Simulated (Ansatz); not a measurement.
The same calculation of TePb, space group Fm-3m as a Python script and as an input file (Ansatz 0.2.0, Python API).

`vcrelax.py`:
```python
"""Cell relaxation of TePb."""

from pathlib import Path
import json

import ansatz
from ase import Atoms
from ase.io import write
from ase.neighborlist import neighbor_list
import numpy as np

MIXING_BETA = 0.5
TOLERANCE = 1e-07
FUNCTIONAL = "pbe"
CUTOFF = 530
KGRID = (3, 3, 3)

def edges_and_angles(cell):
    cell = np.asarray(cell)
    a, b, c = np.linalg.norm(cell, axis=1)
    cosines = cell[1] @ cell[2] / (b * c), cell[0] @ cell[2] / (a * c), cell[0] @ cell[1] / (a * b)
    return (a, b, c, *np.degrees(np.arccos(cosines)))


def main() -> None:
    cell = (
        ansatz.Lattice.of((0.0, 3.231, 3.231), (3.231, 0.0, 3.231), (3.231, 3.231, 0.0))
        .atom("Te", (0.5, 0.5, 0.5))
        .atom("Pb", (0.0, 0.0, 0.0))
    )

    # every cell quantity that the symmetry leaves free
    model = (
        cell.calculation()
        .mixing("broyden", beta=MIXING_BETA)
        .scf(tolerance=TOLERANCE, algorithm="density_mixing")
        .functional(FUNCTIONAL)
        .basis(CUTOFF)
        .kpoints(*KGRID, center="monkhorst-pack")
        .occupations(ansatz.OccupationsMethod.FIXED)
        .relax(cell=True, stress_tolerance=0.05)
        .potential_components()
    )
    done = model.run(threads=1, backend="cpu", events_out="stream.ndjson")
    with open("stream.ndjson") as stream:
        events = [json.loads(line) for line in stream]
    steps = [e["data"] for e in events if e["event"] == "relax_step"]
    r = done.report
    print("step   energy (eV)     max comp. (eV/A)   P (GPa)  SCF")
    for s in steps:
        print(f"{s['step']:4d} {s['lagrangian_ev']:15.5f} {s['allowed_force_max_ev_ang']:12.4f} {s['pressure_gpa']:10.3f} {s['n_scf']:5d}")

    first, last = steps[0], steps[-1]
    symbols = [site.symbol for site in done.lattice.sites]
    print(f"energy gained {first['lagrangian_ev'] - last['lagrangian_ev']:.4f} eV in {len(steps) - 1} steps")
    for label, vectors in (("before", first["cell_ang"]), ("after", done.lattice.cell_ang)):
        print(label, "a b c (A) {:.4f} {:.4f} {:.4f}  angles {:.2f} {:.2f} {:.2f}".format(*edges_and_angles(vectors)), f" V = {abs(np.linalg.det(vectors)):.3f} A^3")
    print("final stress xx yy zz (GPa, compression positive):", np.round(np.diag(r["stress_gpa"]), 3) + 0.0)

    relaxed = Atoms(symbols, positions=[site.position_ang for site in done.lattice.sites], cell=done.lattice.cell_ang, pbc=True)
    write("relaxed.vasp", relaxed, format="vasp")

    print("relaxed fractional positions")
    for site in done.lattice.sites:
        print(f"  {site.symbol:2s}", " ".join(f"{v % 1:8.5f}" for v in np.round(site.position_frac, 5)))

    final = Atoms(symbols, positions=last["positions_ang"], cell=done.lattice.cell_ang, pbc=True)
    i, j, d = neighbor_list("ijd", final, 4.5)
    print("neighbours within 1.1 times the shortest distance of each atom (A)")
    for atom in range(len(final)):
        near = [m for m in np.argsort(d) if i[m] == atom]
        shell = [m for m in near if d[m] < 1.1 * d[near[0]]]
        print(f"{symbols[atom]}{atom} ({len(shell)}):", ", ".join(f"{symbols[j[m]]} {d[m]:.3f}" for m in shell))

    print(f"free energy      {r['free_energy_ev']:.5f} eV")
    print(f"per atom         {r['free_energy_ev'] / len(done.lattice.sites):.5f} eV")
    print(f"SCF iterations   {r['n_iterations']}  (converged: {r['converged']})")

    folder = Path(done.write_results("parts"))
    text = (folder / "v_comp_z.tsv").read_text().splitlines()
    rows = np.array([line.split() for line in text if not line.startswith("#")], dtype=float)
    print(text[0])
    print(np.array2string(rows[:: max(len(rows) // 12, 1)], precision=3, suppress_small=True))

    image = Atoms([s.symbol for s in done.lattice.sites], positions=[s.position_ang for s in done.lattice.sites], cell=done.lattice.cell_ang, pbc=True)
    write("final.extxyz", image)


if __name__ == "__main__":
    main()
```

```console
$ python vcrelax.py
DeckWarning: relax.cell: scf.convergence.dr2_threshold = 1e-7 eV (the SCF's general default) is looser than the 2e-10 eV advised for a relaxation that steers and ends on the stress (1e-10 eV for each [...]
step   energy (eV)     max comp. (eV/A)   P (GPa)  SCF
   1    -18887.21433       0.0000      2.072     6
   2    -18887.23255       0.0000     -0.553     5
   3    -18887.23434       0.0000     -0.046     4
   4    -18887.23436       0.0000     -0.047     2
energy gained 0.0200 eV in 3 steps
before a b c (A) 4.5693 4.5693 4.5693  angles 60.00 60.00 60.00  V = 67.459 A^3
after a b c (A) 4.6431 4.6431 4.6431  angles 60.00 60.00 60.00  V = 70.781 A^3
final stress xx yy zz (GPa, compression positive): [-0.047 -0.047 -0.047]
relaxed fractional positions
  Te  0.50000  0.50000  0.50000
  Pb  0.00000  0.00000  0.00000
neighbours within 1.1 times the shortest distance of each atom (A)
Te0 (6): Pb 3.283, Pb 3.283, Pb 3.283, Pb 3.283, Pb 3.283, Pb 3.283
Pb1 (6): Te 3.283, Te 3.283, Te 3.283, Te 3.283, Te 3.283, Te 3.283
free energy      -18887.23436 eV
per atom         -9443.61718 eV
SCF iterations   2  (converged: True)
# z_ang	v_loc[eV]	v_h[eV]	v_xc[eV]
[[ 0.     2.778  0.29  -9.691]
 [ 0.387  4.735 -1.293 -9.465]
 [ 0.774  9.021 -3.945 -8.929]
 [ 1.161 11.163 -4.207 -8.629]
 [ 1.548  7.537 -0.571 -8.81 ]
 [ 1.935  3.073  5.503 -9.266]
 [ 2.322  1.26   8.737 -9.44 ]
 [ 2.708  3.073  5.503 -9.266]
 [ 3.095  7.537 -0.571 -8.81 ]
 [ 3.482 11.163 -4.207 -8.629]
 [ 3.869  9.021 -3.945 -8.929]
 [ 4.256  4.735 -1.293 -9.465]]
```
(Warnings from the package without file and line, shortened.)

`input.yaml`:
```yaml
crystal:
  lattice:
    - [0.0, 3.231, 3.231]
    - [3.231, 0.0, 3.231]
    - [3.231, 3.231, 0.0]
  atoms:
    - { symbol: Te, position: [0.5, 0.5, 0.5] }
    - { symbol: Pb, position: [0.0, 0.0, 0.0] }
basis:
  ecutwfc: 530.0
kpoints:
  mp_grid:
    grid: [3, 3, 3]
    shift: [0.0, 0.0, 0.0]
hamiltonian:
  xc: pbe
scf:
  algorithm: density_mixing
  convergence:
    dr2_threshold: 1.0e-07
  mixing:
    algorithm: broyden
    beta: 0.5
  occupations:
    method: fixed
relax:
  cell:
    stress_tol: 0.05
output:
  write_potential_components: true
```

These settings explore the input space; cutoff and mesh may be short of convergence. Forces vanish by symmetry, so the ions can't move, and the end may be a saddle. With fixed filling the reported Fermi level is the top filled level among the k-points of the SCF. The k-point mesh is coarse, and energy and stress weren't tested for convergence. Energies along a relaxation are free energies. Rows at an unchanged volume are solved on a plane-wave basis chosen afresh for that cell, so the energy jumps there and such rows are no steps of the walk. Edges and angles are those of the cell as typed, here a primitive one, not of the conventional cell. Spin-orbit coupling, which matters for elements this heavy, is left out. The starting cell is as deposited in a crystallographic database; the results hold for this polymorph, which needn't be the stable one. Finished in 4.3 s on 1 thread of Intel(R) Xeon(R) Processor @ 2.30GHz (shared host), peak memory 0.58 GiB.
